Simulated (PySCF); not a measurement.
# One shape, several levels: CH4Be (BeMeH)

Wanted: a comparison of 6 runs (BCCD(T)/STO-3G, CCSDT(Q)/STO-3G, QCISD(T)/STO-3G, CISD/STO-3G, CCSD(T)/STO-3G, FCI/STO-3G) of CH4Be (BeMeH). Input form: a Python script.

Program for the calculation: PySCF 2.14.0.

3 further runs of the same task are left out: 3 set aside as unsound or not needed.

**1. Starting point**

The species is CH4Be (6 atoms), meant as a singlet with charge 0. As SMILES, `[H][Be][CH3]`. Geometry: a GFN2-xTB relaxation, a rough one for these elements and not checked as a minimum.

Bond lengths: Be1–C2 1.726 Å, C2–H3 1.092 Å, C2–H4 1.092 Å, C2–H5 1.092 Å, Be1–H6 1.281 Å. Angles: Be1–C2–H3 114.5°, Be1–C2–H4 114.2°, Be1–C2–H5 114.2°, C2–Be1–H6 179.6°, H3–C2–H4 104.2°, H3–C2–H5 104.3°, H4–C2–H5 104.2°.

**2. A single-point energy at BCCD(T)/STO-3G (run 1)**

Input file calc.py:

```python
from pyscf import gto, cc
from pyscf.cc.bccd import bccd_kernel_

molecule = gto.Mole()
molecule.atom = '''
Be  -0.008130   0.005930  -1.161750
C    0.001650   0.000210   0.563950
H   -0.430450   0.891450   1.022720
H    0.998090  -0.072360   1.005040
H   -0.550560  -0.828180   1.012550
H   -0.010600   0.002940  -2.442520
'''
molecule.basis = 'sto-3g'
molecule.charge = 0
molecule.spin = 0
molecule.max_memory = 1860
molecule.verbose = 4
molecule.build()

myscf = molecule.RHF()
myscf.conv_tol = 1e-10
myscf.kernel()
if not myscf.converged:
    myscf = myscf.newton().run(myscf.mo_coeff, myscf.mo_occ)

mycc = cc.CCSD(myscf, frozen=1).run()
mycc = bccd_kernel_(mycc, diis=True)
e_t = mycc.ccsd_t()
energy = mycc.e_tot + e_t
print('E(%s) = %.9f' % ('BCCD(T)', energy))
```

On the command line:

```sh
$ OMP_NUM_THREADS=1 python calc.py
```

Log:

```text
PySCF version 2.14.0

[... 56 lines left out ...]
converged SCF energy = -54.1514287052221
[... 12 lines left out ...]
Init t2, MP2 energy = -54.2259656961981  E_corr(MP2) -0.0745369909760393
[... 9 lines left out ...]
CCSD converged
[... 23 lines left out ...]
CCSD converged
[... 21 lines left out ...]
CCSD converged
[... 19 lines left out ...]
CCSD converged
[... 3 lines left out ...]
E(BCCD(T)) = -54.252891907
```

Run time: 1.1 s. Hardware: 1 thread of Arm Neoverse V1, shared host; peak memory 0.12 GiB.

**3. The energy at CCSDT(Q)/STO-3G (run 2)**

Input file run.py:

```python
from pyscf import gto, cc

mol = gto.M(
    atom='''
Be    -0.008130     0.005930    -1.161750
C      0.001650     0.000210     0.563950
H     -0.430450     0.891450     1.022720
H      0.998090    -0.072360     1.005040
H     -0.550560    -0.828180     1.012550
H     -0.010600     0.002940    -2.442520
''',
    verbose=4,
    max_memory=1860,
    basis='sto-3g',
)

calc0 = mol.RHF()
calc0.conv_tol = 1e-10
calc0.kernel()
if not calc0.converged:
    calc0 = calc0.newton().run(calc0.mo_coeff, calc0.mo_occ)

mycc = cc.CCSDT(calc0, frozen=1)
mycc.kernel()
e_bracket, e_q = mycc.ccsdt_q()
energy = mycc.e_tot + e_q
print('E = %.10f Eh' % energy)
```

On the command line:

```sh
$ OMP_NUM_THREADS=1 python run.py
```

Log:

```text
PySCF version 2.14.0

[... 73 lines left out ...]
WARN: A large `blksize` is being used, which may cause large memory consumption
[... 7 lines left out ...]
WARN: A large `blksize_oooo` is being used, which may cause large memory consumption
[... 25 lines left out ...]
RCCSDT converged
[... 5 lines left out ...]
E = -54.2532288646 Eh
```

Run time: 1.6 s. Hardware: 1 thread of Arm Neoverse V1, shared host; peak memory 0.12 GiB.

Runs 3 to 5 aren't shown in full; the table further down has their settings and results.

**4. The energy at FCI/STO-3G (run 6)**

Input file geometry.xyz:

```xyz
6
CH4Be
Be    -0.008130     0.005930    -1.161750
C      0.001650     0.000210     0.563950
H     -0.430450     0.891450     1.022720
H      0.998090    -0.072360     1.005040
H     -0.550560    -0.828180     1.012550
H     -0.010600     0.002940    -2.442520
```

Input file run.py:

```python
from pyscf import gto, mcscf
from pyscf import fci

mol = gto.M(
    atom='geometry.xyz',
    verbose=4,
    max_memory=1860,
    spin=0,
    charge=0,
    basis='sto-3g',
)

mf = mol.RHF()
mf.conv_tol = 1e-10
mf.kernel()
if not mf.converged:
    mf = mf.newton().run(mf.mo_coeff, mf.mo_occ)

cas = mcscf.CASCI(mf, mf.mo_coeff.shape[-1] - 1, (mol.nelec[0] - 1, mol.nelec[1] - 1))  # full CI above the frozen core
cas.fcisolver = fci.direct_spin0.FCI(mol)  # even spin states alone
cas.kernel()
print('<S^2> = %.4f' % cas.fcisolver.spin_square(cas.ci, cas.ncas, cas.nelecas)[0])
e_tot = cas.e_tot
print(f'total energy: {e_tot:.8f} hartree')
```

On the command line:

```sh
$ OMP_NUM_THREADS=1 python run.py
```

Log:

```text
PySCF version 2.14.0

[... 56 lines left out ...]
converged SCF energy = -54.1514287052221
[... 1 line left out ...]
******** <class 'pyscf.mcscf.casci.CASCI'> ********
CAS (6e+6e, 13o), ncore = 1, nvir = 0
natorb = False
canonicalization = True
sorting_mo_energy = False
******** <class 'pyscf.fci.direct_spin0.FCISolver'> ********
max. cycles = 100
conv_tol = 1e-10
davidson only = False
linear dependence = 1e-14
level shift = 0.001
max iter space = 12
nroots = 1
pspace_size = 400
spin = None
Density matrix diagonal elements [1.99992334 1.9837664  1.97302084 1.97297601 1.97287959 1.97056265
 0.00890491 0.00890131 0.02886923 0.02354352 0.02349289 0.01980542
 0.01335388]
CASCI converged
CASCI E = -54.2532456440445  E(CI) = -39.3623283428229  S^2 = 0.0000000
<S^2> = 0.0000
total energy: -54.25324564 hartree
```

Wall time 39 s (1 thread of Arm Neoverse V1, shared host); peak memory 0.75 GiB.

**5. Overview of the runs**

```csv
run,level,energy (Eh),correlation energy (mEh),wall time
1,BCCD(T)/STO-3G,-54.252892,-101.5,1.1 s
2,CCSDT(Q)/STO-3G,-54.253229,-101.8,1.6 s
3,QCISD(T)/STO-3G,-54.252915,-101.5,0.78 s
4,CISD/STO-3G,-54.247813,-96.4,0.72 s
5,CCSD(T)/STO-3G,-54.252895,-101.5,0.91 s
6,FCI/STO-3G,-54.253246,-101.8,39 s
```

**6. Summary of results**

| quantity | value |
| --- | --- |
| run 6: total energy | -54.25325 Eh |
| run 6: dipole moment (Hartree–Fock density) | 0.41 D |
| run 6: HOMO energy (Hartree–Fock orbitals) | -10.64 eV |
| run 6: LUMO energy (Hartree–Fock orbitals) | 6.34 eV |
| run 6: HOMO–LUMO gap (Hartree–Fock orbitals) | 16.99 eV |
| run 6: correlation energy (1 core orbital frozen) | -101.8 mEh |

In words: Against full CI in this basis: BCCD(T) +0.4 mEh; CCSDT(Q) +0.0 mEh; QCISD(T) +0.3 mEh; CISD +5.4 mEh; CCSD(T) +0.4 mEh. In runs 1, 2, 3, 4, 5, 6 the basis is minimal, so the values are rough. All runs together took 44 s, the longest 39 s.
